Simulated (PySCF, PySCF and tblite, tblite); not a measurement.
**C7H10Si: conformers and averaged spectra**

Which conformers does C7H10Si (`C[SiH2]c1ccccc1`) populate, and what do their averaged NMR parameters look like?

Programs: PySCF 2.14.0 with density-fitted response routines of our own, and tblite 0.8.0. All values are computed, except where a source is named. Atoms count from 0 throughout.

## Step 1: The starting structure

18 atoms, charge 0, multiplicity 1; geometry from: MMFF94s geometry.

Bonds of the start (Å): C0–H10 1.09, C0–H8 1.10, C0–H9 1.10, C0–Si1 1.85, C2–C3 1.39, C2–C7 1.41, C3–C4 1.40, C3–H13 1.10, C4–C5 1.39, C4–H14 1.08, C5–C6 1.39, C5–H15 1.09, C6–C7 1.39, C6–H16 1.09, C7–H17 1.09, Si1–C2 1.89, Si1–H11 1.49, Si1–H12 1.47.

## Step 2: GFN2-xTB relaxation, conformer 1

What the job is given:

```
{"job": {"xc": "GFN2-xTB", "basis": "xTB", "kind": "relax"}, "charge": 0, "multiplicity": 1}
C     -2.840000     0.334500     0.575400
Si    -1.780400    -0.337800    -0.781700
C      0.051900    -0.166800    -0.330200
C      0.716600    -1.171600     0.357600
C      2.066900    -1.042900     0.703300
C      2.758100     0.109000     0.329700
C      2.110600     1.127700    -0.366400
C      0.765600     0.996000    -0.690300
H     -3.903000     0.230700     0.323800
H     -2.682400    -0.190300     1.524800
H     -2.650400     1.398200     0.742000
H     -2.091800    -1.783100    -0.981200
H     -2.051300     0.385000    -2.030300
H      0.206100    -2.092600     0.659000
H      2.574400    -1.826100     1.238200
H      3.811100     0.215800     0.601000
H      2.653300     2.025300    -0.645500
H      0.275900     1.795400    -1.240800
```

On the command line:

```
> OMP_NUM_THREADS=1 python ens_run.py task.json out
```

This one command runs the whole study; its stages follow in the order run.

Log:

```text
step      E/eV     max force
  0    -592.73300    1.349
  1    -592.78293    0.367
  2    -592.79336    0.245
  3    -592.79944    0.177
  4    -592.80248    0.111
  5    -592.80342    0.082
  6    -592.80434    0.076
  7    -592.80492    0.073
  8    -592.80538    0.043
  9    -592.80564    0.033
 10    -592.80564    0.033
 11    -592.80574    0.029
 12    -592.80597    0.031
 13    -592.80604    0.029
 14    -592.80619    0.026
 15    -592.80627    0.019
 16    -592.80633    0.014
 17    -592.80637    0.014
 18    -592.80641    0.015
 19    -592.80645    0.016
 20    -592.80648    0.011
 21    -592.80649    0.008
 22    -592.80650    0.009
 23    -592.80651    0.012
 24    -592.80652    0.012
 25    -592.80654    0.011
 26    -592.80656    0.011
 27    -592.80658    0.014
 28    -592.80660    0.014
 29    -592.80664    0.018
 30    -592.80667    0.015
 31    -592.80670    0.012
 32    -592.80672    0.014
 33    -592.80674    0.020
 34    -592.80678    0.023
 35    -592.80682    0.023
 36    -592.80686    0.020
 37    -592.80691    0.023
 38    -592.80696    0.025
 39    -592.80699    0.021
 40    -592.80701    0.010
 41    -592.80702    0.006
 42    -592.80702    0.006
 43    -592.80703    0.006
 44    -592.80703    0.004
 45    -592.80703    0.004
 46    -592.80703    0.004
```

Wall time 0.34 s (1 thread of Arm Neoverse V1, shared host).

The energy fell by 0.074 eV, and the atoms moved 0.04 Å (root mean square).

## Step 3: Shieldings, conformer 1: PBE0/pcSseg-1 in chloroform

What the job is given:

```
{"job": {"xc": "PBE0", "basis": "pcSseg-1", "solvent": "chloroform", "kind": "nmr", "pop": true}, "charge": 0, "multiplicity": 1}
C     -2.830240     0.345714     0.597704
Si    -1.772335    -0.362321    -0.813504
C      0.053112    -0.176481    -0.360822
C      0.723398    -1.170740     0.345708
C      2.053083    -1.029083     0.699131
C      2.743030     0.119715     0.350563
C      2.094204     1.121339    -0.351603
C      0.764652     0.970117    -0.701493
H     -3.889679     0.256954     0.376374
H     -2.642571    -0.177482     1.531510
H     -2.613989     1.397757     0.763124
H     -2.079257    -1.786028    -1.003767
H     -2.036485     0.373417    -2.057015
H      0.193243    -2.071973     0.621376
H      2.554186    -1.815184     1.246426
H      3.782274     0.233381     0.623809
H      2.627279     2.020570    -0.626938
H      0.267335     1.756645    -1.252241
```

Log:

```text
coarse grid: 15432 points
cycle   1  E = -561.6688234210  dE =  1.061e+00  |g| = 4.334e-01  |ddm| = 4.022e+00
cycle   2  E = -561.6647126488  dE =  4.111e-03  |g| = 4.590e-01  |ddm| = 9.343e-01
cycle   3  E = -561.7203401279  dE = -5.563e-02  |g| = 3.222e-02  |ddm| = 4.323e-01
cycle   4  E = -561.7204209912  dE = -8.086e-05  |g| = 2.689e-02  |ddm| = 5.106e-02
cycle   5  E = -561.7206114812  dE = -1.905e-04  |g| = 5.853e-03  |ddm| = 2.899e-02
cycle   6  E = -561.7206206242  dE = -9.143e-06  |g| = 1.476e-03  |ddm| = 6.963e-03
final grid: 144104 points
cycle   7  E = -561.7675163166  dE = -3.225e-05  |g| = 7.818e-03  |ddm| = 4.513e-02
cycle   8  E = -561.7675132612  dE =  3.055e-06  |g| = 8.609e-03  |ddm| = 1.487e-02
cycle   9  E = -561.7675325180  dE = -1.926e-05  |g| = 5.786e-04  |ddm| = 7.402e-03
cycle  10  E = -561.7675325859  dE = -6.784e-08  |g| = 2.823e-04  |ddm| = 8.172e-04
cycle  11  E = -561.7675326073  dE = -2.141e-08  |g| = 5.817e-05  |ddm| = 3.035e-04
cycle  12  E = -561.7675326081  dE = -7.705e-10  |g| = 2.112e-05  |ddm| = 6.359e-05
converged SCF energy = -561.7675326081

GIAO shielding tensors (ppm)
atom      isotropic    diamagn.    paramagn.     s11        s22        s33       span
  0 C      190.378     252.836     -62.458    185.661    186.187    199.285     13.625
  1 Si     386.995     882.044    -495.048    368.859    376.955    415.172     46.312
  2 C       45.755     259.972    -214.217    -49.440     -6.572    193.276    242.715
  3 C       46.187     253.147    -206.960    -69.897     34.593    173.864    243.761
  4 C       53.431     253.816    -200.385    -58.812     39.856    179.248    238.060
  5 C       51.553     254.688    -203.136    -60.301     34.180    180.779    241.079
  6 C       53.425     253.819    -200.394    -58.827     39.860    179.241    238.068
  7 C       46.178     253.138    -206.961    -69.909     34.598    173.844    243.754
  8 H       31.438      27.609       3.829     27.098     27.378     39.838     12.740
  9 H       31.329      31.423      -0.094     26.483     29.759     37.746     11.263
 10 H       31.329      31.417      -0.087     26.486     29.754     37.749     11.264
 11 H       26.999      29.954      -2.955     23.487     25.728     31.781      8.294
 12 H       27.000      29.955      -2.955     23.486     25.734     31.782      8.296
 13 H       23.729      33.187      -9.458     19.718     22.627     28.841      9.123
 14 H       23.904      30.402      -6.498     20.462     24.327     26.922      6.460
 15 H       23.887      29.516      -5.629     20.593     24.443     26.625      6.032
 16 H       23.904      30.401      -6.497     20.463     24.327     26.922      6.459
 17 H       23.728      33.184      -9.456     19.717     22.627     28.839      9.122
```

Run time: 29 s. Hardware: 1 thread of Arm Neoverse V1, shared host; peak memory 0.97 GiB.

In short: HOMO -7.34 eV, LUMO -0.53 eV; dipole 0.74 D.

## Step 4: Boltzmann average: properties at PBE0/pcSseg-1 in chloroform

What the job is given:

```
{"job": {"study": "conf", "smiles": "C[SiH2]c1ccccc1", "search": {"seed": 104, "n_embed": 60, "ff_keep": 14, "window": 1.0, "nmax": 10, "temps": [200, 298.15, 350, 500, 800], "t_ref": 298.15, "order": 0.0005, "w0": 100.0}, "level": {"nmr": {"xc": "PBE0", "basis": "pcSseg-1", "solvent": "chloroform"}}, "kind": "conf"}, "charge": 0, "multiplicity": 1}
C     -2.830240     0.345714     0.597704
Si    -1.772335    -0.362321    -0.813504
C      0.053112    -0.176481    -0.360822
C      0.723398    -1.170740     0.345708
C      2.053083    -1.029083     0.699131
C      2.743030     0.119715     0.350563
C      2.094204     1.121339    -0.351603
C      0.764652     0.970117    -0.701493
H     -3.889679     0.256954     0.376374
H     -2.642571    -0.177482     1.531510
H     -2.613989     1.397757     0.763124
H     -2.079257    -1.786028    -1.003767
H     -2.036485     0.373417    -2.057015
H      0.193243    -2.071973     0.621376
H      2.554186    -1.815184     1.246426
H      3.782274     0.233381     0.623809
H      2.627279     2.020570    -0.626938
H      0.267335     1.756645    -1.252241
```

Log:

```text
conformer  sym    E(xTB)   E(DFT)   G(298.15 K)  weight  dipole/D
    1     Cs      0.000    0.000    0.000   1.0000    0.738

mean shielding (ppm) by class
class atoms           200 K   298.15 K      350 K      500 K      800 K
  0 C  0            190.378    190.378    190.378    190.378    190.378
  1 Si 1            386.995    386.995    386.995    386.995    386.995
  2 C  2             45.755     45.755     45.755     45.755     45.755
  3 C  3,7           46.182     46.182     46.182     46.182     46.182
  4 C  4,6           53.428     53.428     53.428     53.428     53.428
  5 C  5             51.553     51.553     51.553     51.553     51.553
  6 H  8,9,10        31.366     31.366     31.366     31.366     31.366
  7 H  11,12           27.0       27.0       27.0       27.0       27.0
  8 H  13,17         23.728     23.728     23.728     23.728     23.728
  9 H  14,16         23.904     23.904     23.904     23.904     23.904
 10 H  15            23.887     23.887     23.887     23.887     23.887
```

Wall time 30 s (1 thread of Arm Neoverse V1, shared host). This counts the runs that the step sums up.

The search (ETKDG, MMFF94s, GFN2-xTB) embedded 60 structures, kept 1 distinct ones after the force field and 1 after xTB; 1 was carried on (window 1.0 kcal/mol at the search's own energies). Energies: PBE0/pcSseg-1 in chloroform with D3(BJ).

The conformers at 298 K:

| no. | group | mirror pair | ΔE xTB | ΔE DFT | ΔG | weight (%) | μ (D) | C0–Si1–C2–C3 (°) | A, B, C (GHz) |
| --- | --- | --- | --- | --- | --- | --- | --- | --- | --- |
| 1 | Cs | no | 0.00 | 0.00 | 0.00 | 100.0 | 0.74 | 89 | 3.95, 1.02, 0.92 |

Energies in kcal/mol. ΔG holds xTB vibrations and rotation, symmetry numbers and mirror pairs.

Shifts against references run at the same level (13C TMS 187.6, 29Si TMS 349.0, 1H TMS 31.70 ppm of shielding), by class of atoms, at 298 K:

```csv
atoms,environment,average
C2,substituted aromatic carbon,141.8
"C3, C7",aromatic CH,141.4
C5,aromatic CH,136.0
"C4, C6",aromatic CH,134.2
C0,methyl carbon bonded to Si,-2.8
"H13, H17",hydrogen on an aromatic CH,7.97
H15,hydrogen on an aromatic CH,7.81
"H14, H16",hydrogen on an aromatic CH,7.79
"H11, H12",hydrogen on a silicon bonded to 2 C,4.70
"H8, H9, H10",hydrogen on a methyl carbon bonded to Si,0.33
Si1,"silicon bonded to 2 C, 2 H",-38.0
```

Effective distances for nuclear Overhauser effects, ⟨r⁻⁶⟩^(−1/6) over all pairs of two classes (Å): H14···H15 2.47; H13···H14 2.75; H11···H13 3.11; H8···H11 3.19; H8···H13 4.00.

## Step 5: Shieldings, conformer 1: LDA/pcSseg-1 in dichloromethane

Changed since step 3:

```diff
@@ -1,2 +1,2 @@
-{"job": {"xc": "PBE0", "basis": "pcSseg-1", "solvent": "chloroform", "kind": "nmr", "pop": true}, "charge": 0, "multiplicity": 1}
+{"job": {"xc": "LDA", "basis": "pcSseg-1", "solvent": "dichloromethane", "grid": 1, "kind": "nmr", "pop": false}, "charge": 0, "multiplicity": 1}
 C     -2.830240     0.345714     0.597704
```

Log:

```text
final grid: 67392 points
cycle   1  E = -558.4083060837  dE =  7.991e-01  |g| = 6.747e-01  |ddm| = 4.125e+00
cycle   2  E = -558.2532929948  dE =  1.550e-01  |g| = 1.004e+00  |ddm| = 1.614e+00
cycle   3  E = -558.5311360133  dE = -2.778e-01  |g| = 8.583e-02  |ddm| = 1.071e+00
cycle   4  E = -558.5323674909  dE = -1.231e-03  |g| = 5.673e-02  |ddm| = 1.271e-01
cycle   5  E = -558.5332110356  dE = -8.435e-04  |g| = 1.477e-02  |ddm| = 6.486e-02
cycle   6  E = -558.5332670718  dE = -5.604e-05  |g| = 6.061e-03  |ddm| = 2.095e-02
cycle   7  E = -558.5332765569  dE = -9.485e-06  |g| = 8.895e-04  |ddm| = 5.878e-03
cycle   8  E = -558.5332767356  dE = -1.788e-07  |g| = 2.938e-04  |ddm| = 1.188e-03
cycle   9  E = -558.5332767528  dE = -1.722e-08  |g| = 1.312e-04  |ddm| = 3.053e-04
cycle  10  E = -558.5332767570  dE = -4.188e-09  |g| = 1.838e-05  |ddm| = 1.214e-04
cycle  11  E = -558.5332767571  dE = -8.799e-11  |g| = 4.624e-06  |ddm| = 2.777e-05
converged SCF energy = -558.5332767571

GIAO shielding tensors (ppm)
atom      isotropic    diamagn.    paramagn.     s11        s22        s33       span
  0 C      188.286     252.639     -64.354    182.158    184.082    198.617     16.459
  1 Si     356.025     883.848    -527.824    332.329    344.037    391.709     59.380
  2 C       36.400     259.278    -222.878    -58.453    -18.705    186.358    244.812
  3 C       39.449     254.079    -214.630    -75.265     24.632    168.981    244.246
  4 C       46.151     254.414    -208.263    -66.320     29.439    175.334    241.654
  5 C       44.970     255.401    -210.431    -67.114     24.185    177.838    244.952
  6 C       46.146     254.438    -208.292    -66.338     29.447    175.328    241.666
  7 C       39.434     254.049    -214.615    -75.274     24.629    168.945    244.219
  8 H       30.983      27.296       3.687     26.551     26.936     39.460     12.909
  9 H       30.871      30.873      -0.002     26.035     29.288     37.290     11.255
 10 H       30.872      30.868       0.004     26.039     29.283     37.292     11.254
 11 H       26.275      29.541      -3.266     22.865     25.018     30.944      8.079
 12 H       26.277      29.542      -3.265     22.864     25.024     30.944      8.080
 13 H       23.247      32.617      -9.370     19.333     21.939     28.468      9.135
 14 H       23.414      29.694      -6.280     20.116     23.607     26.519      6.403
 15 H       23.428      28.817      -5.390     20.282     23.763     26.238      5.956
 16 H       23.414      29.693      -6.279     20.117     23.606     26.519      6.402
 17 H       23.246      32.614      -9.368     19.332     21.940     28.466      9.134
```

Wall time 13 s (1 thread of Arm Neoverse V1, shared host); peak memory 0.88 GiB.

This run: HOMO -6.55 eV, LUMO -1.64 eV; dipole 0.81 D.

## Step 6: Single-point energy, conformer 1: B3LYP/def2-SVP in dichloromethane

Changed since step 5:

```diff
@@ -1,2 +1,2 @@
-{"job": {"xc": "LDA", "basis": "pcSseg-1", "solvent": "dichloromethane", "grid": 1, "kind": "nmr", "pop": false}, "charge": 0, "multiplicity": 1}
+{"job": {"xc": "B3LYP", "basis": "def2-SVP", "solvent": "dichloromethane", "kind": "sp"}, "charge": 0, "multiplicity": 1}
 C     -2.830240     0.345714     0.597704
```

Log:

```text
coarse grid: 15432 points
cycle   1  E = -561.8475675031  dE =  9.381e-01  |g| = 4.672e-01  |ddm| = 5.247e+00
cycle   2  E = -561.8343454908  dE =  1.322e-02  |g| = 5.206e-01  |ddm| = 1.171e+00
cycle   3  E = -561.9101845293  dE = -7.584e-02  |g| = 3.817e-02  |ddm| = 5.841e-01
cycle   4  E = -561.9103391860  dE = -1.547e-04  |g| = 3.055e-02  |ddm| = 7.284e-02
cycle   5  E = -561.9105940450  dE = -2.549e-04  |g| = 6.930e-03  |ddm| = 3.901e-02
cycle   6  E = -561.9106068381  dE = -1.279e-05  |g| = 2.241e-03  |ddm| = 9.734e-03
cycle   7  E = -561.9106082119  dE = -1.374e-06  |g| = 1.796e-04  |ddm| = 2.518e-03
final grid: 144104 points
cycle   8  E = -562.0030239785  dE = -3.659e-05  |g| = 5.394e-03  |ddm| = 4.341e-02
cycle   9  E = -562.0030223493  dE =  1.629e-06  |g| = 5.986e-03  |ddm| = 1.257e-02
cycle  10  E = -562.0030322239  dE = -9.875e-06  |g| = 3.334e-04  |ddm| = 6.498e-03
cycle  11  E = -562.0030322528  dE = -2.891e-08  |g| = 1.233e-04  |ddm| = 5.038e-04
cycle  12  E = -562.0030322564  dE = -3.600e-09  |g| = 4.308e-05  |ddm| = 1.644e-04
cycle  13  E = -562.0030322568  dE = -4.677e-10  |g| = 1.720e-05  |ddm| = 7.127e-05
converged SCF energy = -562.0030322568
```

It took 11 s on 1 thread of Arm Neoverse V1, shared host; peak memory 0.78 GiB.

This run: HOMO -6.99 eV, LUMO -0.53 eV; dipole 0.80 D.

## Step 7: Boltzmann average: properties at LDA/pcSseg-1 in dichloromethane

Changed since step 4:

```diff
@@ -1,2 +1,2 @@
-{"job": {"study": "conf", "smiles": "C[SiH2]c1ccccc1", "search": {"seed": 104, "n_embed": 60, "ff_keep": 14, "window": 1.0, "nmax": 10, "temps": [200, 298.15, 350, 500, 800], "t_ref": 298.15, "order": 0.0005, "w0": 100.0}, "level": {"nmr": {"xc": "PBE0", "basis": "pcSseg-1", "solvent": "chloroform"}}, "kind": "conf"}, "charge": 0, "multiplicity": 1}
+{"job": {"study": "conf", "smiles": "C[SiH2]c1ccccc1", "search": {"seed": 104, "n_embed": 60, "ff_keep": 14, "window": 1.0, "nmax": 10, "temps": [200, 298.15, 350, 500, 800], "t_ref": 298.15, "order": 0.0005, "w0": 100.0}, "level": {"nmr": {"xc": "LDA", "basis": "pcSseg-1", "solvent": "dichloromethane", "grid": 1}, "sp": {"xc": "B3LYP", "basis": "def2-SVP", "solvent": "dichloromethane"}, "change": "LDA/pcSseg-1; solvent dichloromethane; energies B3LYP/def2-SVP; grid level 1", "top": 4}, "kind": "conf"}, "charge": 0, "multiplicity": 1}
 C     -2.830240     0.345714     0.597704
```

Log:

```text
conformer  sym    E(xTB)   E(DFT)   G(298.15 K)  weight  dipole/D
    1     Cs      0.000    0.000    0.000   1.0000    0.803

mean shielding (ppm) by class
class atoms           200 K   298.15 K      350 K      500 K      800 K
  0 C  0            188.286    188.286    188.286    188.286    188.286
  1 Si 1            356.025    356.025    356.025    356.025    356.025
  2 C  2               36.4       36.4       36.4       36.4       36.4
  3 C  3,7           39.441     39.441     39.441     39.441     39.441
  4 C  4,6           46.148     46.148     46.148     46.148     46.148
  5 C  5              44.97      44.97      44.97      44.97      44.97
  6 H  8,9,10        30.908     30.908     30.908     30.908     30.908
  7 H  11,12         26.276     26.276     26.276     26.276     26.276
  8 H  13,17         23.246     23.246     23.246     23.246     23.246
  9 H  14,16         23.414     23.414     23.414     23.414     23.414
 10 H  15            23.427     23.427     23.427     23.427     23.427
```

It took 24 s on 1 thread of Arm Neoverse V1, shared host. This counts the runs that the step sums up.

Against the first level, at 298 K (shifts, ppm; largest changes first):

```csv
atoms,PBE0/pcSseg-1 in chloroform,LDA/pcSseg-1 in dichloromethane,change
C2,141.8,147.8,+6.0
Si1,-38.0,-42.0,-4.0
"C4, C6",134.2,138.0,+3.9
"C3, C7",141.4,144.7,+3.3
C5,136.0,139.2,+3.2
C0,-2.8,-4.1,-1.3
"H11, H12",4.70,4.97,+0.27
"H14, H16",7.79,7.83,+0.04
"H13, H17",7.97,8.00,+0.03
H15,7.81,7.82,+0.01
```

Weights: from PBE0/pcSseg-1 in chloroform energies 1: 100 %; from B3LYP/def2-SVP in dichloromethane energies 1: 100 % (with a dispersion term where the level has one and the same thermal terms, so they don't follow from the SCF energies alone). Times: 30 s and 24 s.

## Step 8: Outcome

| quantity | value |
| --- | --- |
| conformers | 1; the first in weight is no. 1 (Cs), 100 % at 298 K |
| root-mean-square dipole | 0.74 D |
| averaged 13C shifts (PBE0/pcSseg-1 in chloroform) | 141.8, 141.4, 136.0, 134.2, -2.8 ppm |
| averaged 1H shifts (PBE0/pcSseg-1 in chloroform) | 7.97, 7.81, 7.79, 4.70, 0.33 ppm |
| averaged 29Si shifts (PBE0/pcSseg-1 in chloroform) | -38.0 ppm |

What this shows: The search found one conformer in the window, so the averages are its own values. Going from PBE0/pcSseg-1 in chloroform to LDA/pcSseg-1 in dichloromethane moves C2 most, by 6.0 ppm.
